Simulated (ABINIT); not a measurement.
The system is Al3Au.

```
CELL_PARAMETERS angstrom
-2.02533 2.02533 4.05660
2.02533 -2.02533 4.05660
2.02533 2.02533 -4.05660
ATOMIC_POSITIONS crystal
Au 0.00000 0.00000 0.00000
Al 0.50000 0.50000 0.00000
Al 0.25000 0.75000 0.50000
Al 0.75000 0.25000 0.50000
```

The cell comes from a database or a generator and needn't be the stable form of this composition.

```yaml
Program: ABINIT 10.8.3 (patched build)
Task: relaxation of cell and atoms
Functional: PBEsol
Potentials_or_basis: PseudoDojo NC SR PBEsol v0.4.1 standard
Cutoff: 1034 eV
k_mesh: 5 × 5 × 5
Occupations: fermi-dirac, width 0.05 eV
Spin: no spin polarisation
```

At the start: pressure -2.8 GPa; volume 16.64 Å³/atom.

How do energy, volume and symmetry change on relaxing?

Over 6 steps the energy falls by 4.3 meV/atom and the volume is 16.18 Å³/atom (-2.8 %); space group I4/mmm (No. 139, to 0.05 Å).

The path:
```tsv
step	energy change (eV)	largest force (eV/Å)	pressure (GPa)	volume (Å³)
1	0.0000	0.0000	-2.85	66.56
2	-0.0089	0.0000	-2.01	65.98
3	-0.0172	0.0000	0.10	64.64
4	-0.0172	0.0000	0.01	64.70
5	-0.0172	0.0000	-0.02	64.71
6	-0.0172	0.0000	-0.02	64.71
```

Final structure:
```cif
data_structure
_symmetry_space_group_name_H-M 'P 1'
_symmetry_Int_Tables_number 1
_cell_length_a 4.9140
_cell_length_b 4.9140
_cell_length_c 4.9140
_cell_angle_alpha 131.744
_cell_angle_beta 131.744
_cell_angle_gamma 70.633
_cell_volume 64.71
loop_
_atom_site_label
_atom_site_type_symbol
_atom_site_fract_x
_atom_site_fract_y
_atom_site_fract_z
_atom_site_occupancy
Au1 Au 0.00000 0.00000 0.00000 1
Al1 Al 0.50000 0.50000 0.00000 1
Al2 Al 0.25000 0.75000 0.50000 1
Al3 Al 0.75000 0.25000 0.50000 1
```

Caveat: the k mesh is coarse (spacing up to 0.44 Å⁻¹), so the values aren't converged.
